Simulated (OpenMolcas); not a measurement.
# C2HCl2Si (SMILES C#C[Si](Cl)Cl) at 6 levels

Aim: a comparison of 6 runs (UHF/STO-3G, UHF/3-21G, UB3LYP/cc-pVDZ, UBHLYP/cc-pVDZ, ROMP2/cc-pVDZ, ROCCSD(T)/cc-pVDZ) of C2HCl2Si. 

The results are computed with OpenMolcas 26.06.

## 1. The structure to begin with

The species is C2HCl2Si (6 atoms), meant as a doublet with charge 0. SMILES: `C#C[Si](Cl)Cl`. The C2–Si3 distance was set to 2.345 Å, away from the relaxed value.

Bond lengths: C1–C2 1.208 Å, Si3–Cl4 2.043 Å, Si3–Cl5 2.043 Å, C1–H6 1.066 Å. Angles: Cl4–Si3–Cl5 110.2°, C2–C1–H6 179.0°. A long bond or contact: C2–Si3 2.345 Å.

## 2. The energy at UHF/STO-3G (run 1)

job.input reads:

```
* C2HCl2Si Hartree-Fock
>>> EXPORT MOLCAS_PRINT=2

&GATEWAY
  BasLib
  $CurrDir
  Coord
  6
  bohr
  C      3.08455838     1.29874263     2.84821411
  C      1.56710830     0.56533992     1.30941013
  Si    -0.95317786    -1.10322211    -1.93092215
  Cl    -3.61693580    -3.45933264    -0.42726708
  Cl    -2.65695493     1.77067338    -3.86694657
  H      4.39961879     1.96203649     4.22374576
  Basis
  STO-3G
  Group
  NoSym

&SEWARD

&SCF
  UHF
  Spin
  2
  Thresholds
  1e-10 1e-07 1e-07 1e-05
  PrOrbitals
  0
```

The basis set STO-3G is read from a file made from the Basis Set Exchange's data (not shown).

Command:

```bash
export MOLCAS_MEM=1860
pymolcas job.input > job.log
```

What it wrote:

```text
--- Start Module: gateway ---
[...]
--- Stop Module: gateway /rc=_RC_ALL_IS_WELL_ ---
--- Start Module: seward ---
[...]
      Basis functions           38
--- Stop Module: seward /rc=_RC_ALL_IS_WELL_ ---
--- Start Module: scf ---
[...]
       Convergence after  25 Iterations
[...]
::    Total SCF energy                              -1270.0748991857
[...]
      Total spin, S                                     0.7284347302
[...]
      Total electronic charge=   61.000000
      Total            charge=   -0.000000
[...]
      Dipole Moment (debye):
      Origin of the operator (angstrom)=   -0.7999   -0.2823   -0.6459
                   X=  2.0946E+00               Y= -8.0234E-01               Z= -6.3400E-01           Total=  2.3309E+00
      Quadrupole Moment (debye*angstrom):
[...]
--- Stop Module: scf /rc=_RC_ALL_IS_WELL_ ---
[...]
```

It took 1.6 s on 1 thread of Intel Xeon 6975P-C (Granite Rapids), shared host; peak memory 0.37 GiB.

## 3. A single-point energy at UHF/3-21G (run 2)

job.inp reads:

```
&gateway
 baslib=$CurrDir
 basisset
 C.3-21G....
 C1 1.632278 0.687265 1.507210 angstrom
 C2 0.829278 0.299165 0.692910 angstrom
 End of Basis
 basisset
 Si.3-21G....
 Si3 -0.504400 -0.583800 -1.021800 angstrom
 End of Basis
 basisset
 Cl.3-21G....
 Cl4 -1.914000 -1.830600 -0.226100 angstrom
 Cl5 -1.406000 0.937000 -2.046300 angstrom
 End of Basis
 basisset
 H.3-21G....
 H6 2.328178 1.038265 2.235110 angstrom
 End of Basis

&seward

&scf
 uhf
 spin=2
 thresholds=1e-10 1e-07 1e-07 1e-05
 prorbitals=1
```

The basis set 3-21G is read from a file made from the Basis Set Exchange's data (not shown).

Command:

```bash
export MOLCAS_MEM=1860
pymolcas job.inp > job.log
```

What it wrote:

```text
--- Start Module: gateway ---
[...]
--- Stop Module: gateway /rc=_RC_ALL_IS_WELL_ ---
--- Start Module: seward ---
[...]
      Basis functions           59
--- Stop Module: seward /rc=_RC_ALL_IS_WELL_ ---
--- Start Module: scf ---
[...]
       Convergence after  31 Iterations
[...]
::    Total SCF energy                              -1277.8253142069
[...]
      Total spin, S                                     0.5827433843
[...]
      Total electronic charge=   61.000000
      Total            charge=   -0.000000
[...]
      Dipole Moment (debye):
      Origin of the operator (angstrom)=   -0.7999   -0.2823   -0.6459
                   X=  1.8514E+00               Y= -7.1770E-01               Z= -5.7295E-01           Total=  2.0667E+00
      Quadrupole Moment (debye*angstrom):
[...]
--- Stop Module: scf /rc=_RC_ALL_IS_WELL_ ---
[...]
```

It took 3.3 s on 1 thread of Intel Xeon 6975P-C (Granite Rapids), shared host; peak memory 0.39 GiB.

## 4. The energy at UB3LYP/cc-pVDZ (run 3)

calc.input reads:

```
&gateway
 baslib = $CurrDir
 coord
 6
 angstrom
 C        1.632278       0.687265       1.507210
 C        0.829278       0.299165       0.692910
 Si      -0.504400      -0.583800      -1.021800
 Cl      -1.914000      -1.830600      -0.226100
 Cl      -1.406000       0.937000      -2.046300
 H        2.328178       1.038265       2.235110
 basis = cc-pVDZ
 group = NoSym

&seward
 gridinput
 Grid=UltraFine
 End of Grid

&scf
 uhf
 spin = 2
 ksdft = B3LYP
 thresholds = 1e-10 1e-07 1e-07 1e-05
 prorbitals = 1
```

The basis set cc-pVDZ is read from a file made from the Basis Set Exchange's data (not shown).

Command:

```bash
export MOLCAS_MEM=1860
pymolcas calc.input > calc.log
```

What it wrote:

```text
--- Start Module: gateway ---
[...]
--- Stop Module: gateway /rc=_RC_ALL_IS_WELL_ ---
--- Start Module: seward ---
[...]
      Basis functions           87
--- Stop Module: seward /rc=_RC_ALL_IS_WELL_ ---
[...]
--- Start Module: scf ---
[...]
       Convergence after  19 Iterations
[...]
::    Total KS-DFT energy                           -1286.7007883025
[...]
      Total spin, S                                     0.5020999586
[...]
      Total electronic charge=   61.000000
      Total            charge=   -0.000000
[...]
      Dipole Moment (debye):
      Origin of the operator (angstrom)=   -0.7999   -0.2823   -0.6459
                   X=  2.6077E-02               Y= -5.3526E-01               Z= -8.0499E-01           Total=  9.6705E-01
      Quadrupole Moment (debye*angstrom):
[...]
--- Stop Module: scf /rc=_RC_ALL_IS_WELL_ ---
[...]
```

Wall time 32 s (1 thread of Intel Xeon 6975P-C (Granite Rapids), shared host); peak memory 0.48 GiB.

Runs 4 to 5 aren't shown in full; the table further down has their settings and results.

## 5. A single-point energy at ROCCSD(T)/cc-pVDZ (run 6)

test.inp reads:

```
&GATEWAY
  BasLib=$CurrDir
  Coord
  6
  bohr
  C      3.08455838     1.29874263     2.84821411
  C      1.56710830     0.56533992     1.30941013
  Si    -0.95317786    -1.10322211    -1.93092215
  Cl    -3.61693580    -3.45933264    -0.42726708
  Cl    -2.65695493     1.77067338    -3.86694657
  H      4.39961879     1.96203649     4.22374576
  Basis=cc-pVDZ
  Group=NoSym

&SEWARD

&SCF
  UHF
  Spin=2
  Thresholds=1e-10 1e-07 1e-07 1e-05
  PrOrbitals=1 2

&RASSCF
  FileOrb=$Project.UnaOrb
  Spin=2
  Nactel=1 0 0
  Inactive=30
  Ras2=1
  OutOrbitals=Canonical
  OrbListing=Nothing

&MOTRA
  JobIph
  Frozen=17

&CCSDT
  CCT
  Triples=3
  Iterations=80
  Accuracy=1e-08
  Extrapolation=5 4
```

The basis set cc-pVDZ is read from a file made from the Basis Set Exchange's data (not shown).

Command:

```bash
export MOLCAS_MEM=1860
pymolcas test.inp > test.log
```

What it wrote:

```text
--- Start Module: gateway ---
[...]
--- Stop Module: gateway /rc=_RC_ALL_IS_WELL_ ---
[...]
      Basis functions           87
[...]
       Convergence after  27 Iterations
[...]
::    Total SCF energy                              -1284.2170557600
[...]
      Total spin, S                                     0.5443832429
[...]
      Number of active orbitals                  1
[...]
      Spin quantum number                      0.5
[...]
      Active orbitals                            1
[...]
      Number of CSFs                             1
[...]
      Number of root(s) required                 1
[...]
      Convergence after 12 iterations
[...]
      printout of CI-coefficients larger than  0.05 for root  1
      energy=   -1284.214024
      conf/sym  1     Coeff  Weight
             1  u   1.00000 1.00000
      Natural orbitals and occupation numbers for root  1
      sym 1:   1.000000
      ************************************************************************************************************************
      *                                                    Final results                                                     *
[...]
::    RASSCF root number  1 Total energy:  -1284.21402429
[...]
      Total electronic charge=   61.000000
      Total            charge=   -0.000000
[...]
      Dipole Moment (debye):
      Origin of the operator (angstrom)=   -0.7999   -0.2823   -0.6459
                   X=  2.6539E-01               Y= -7.6723E-01               Z= -1.0907E+00           Total=  1.3597E+00
      Quadrupole Moment (debye*angstrom):
[...]
--- Start Module: motra ---
[...]
      *** WARNING: Default frozen orbitals is overwritten by user input.
      *** Default values:  14
[...]
--- Stop Module: motra /rc=_RC_ALL_IS_WELL_ ---
--- Start Module: ccsdt ---
[...]
      Convergence after                    18  Iterations
      Total energy (diff) :   -1284.84466512      -0.00000001
[...]
 METHOD                       : CCSD+T(CCSD)+<T3(1)WT1>+<T3(1)UT2> = CCSD(T)
[...]
       CCSD     =     -1284.8446651201011
[...]
--- Stop Module: ccsdt /rc=_RC_ALL_IS_WELL_ ---
[...]
```

Wall time 42 s (1 thread of Intel Xeon 6975P-C (Granite Rapids), shared host); peak memory 0.48 GiB.

## 6. The series

```tsv
run	level	integration grid	frozen core orbitals	energy (Eh)	dipole moment (D)	HOMO energy (eV)	LUMO energy (eV)	wall time
1	UHF/STO-3G	–	–	-1270.074899	2.33	-8.53	2.54	1.6 s
2	UHF/3-21G	–	–	-1277.825314	2.07	-10.63	-0.92	3.3 s
3	UB3LYP/cc-pVDZ	UltraFine	–	-1286.700788	0.97	-7.03	-4.29	32 s
4	UBHLYP/cc-pVDZ	UltraFine	–	-1286.607121	1.11	-8.39	-3.18	34 s
5	ROMP2/cc-pVDZ	–	17	-1284.808559	–	–	–	14 s
6	ROCCSD(T)/cc-pVDZ	–	17	-1284.867683	–	–	–	42 s
```

## 7. Summary of results

| quantity | value |
| --- | --- |
| run 6: total energy | -1284.86768 Eh |
| run 6: (T) correction | -23.02 mEh |

**Reading.** Over runs 1, 2, 3, 4 the dipole moment (its size) runs from 0.97 D (UB3LYP/cc-pVDZ) to 2.33 D (UHF/STO-3G). The two ends differ in method and basis. Totals of different functionals can't be ranked against each other. In run 1 the basis is minimal, so the values are rough. Spin contamination of the reference: run 1 ⟨S²⟩ = 1.26, run 2 ⟨S²⟩ = 0.92. All runs together took 2.1 min, the longest 42 s.
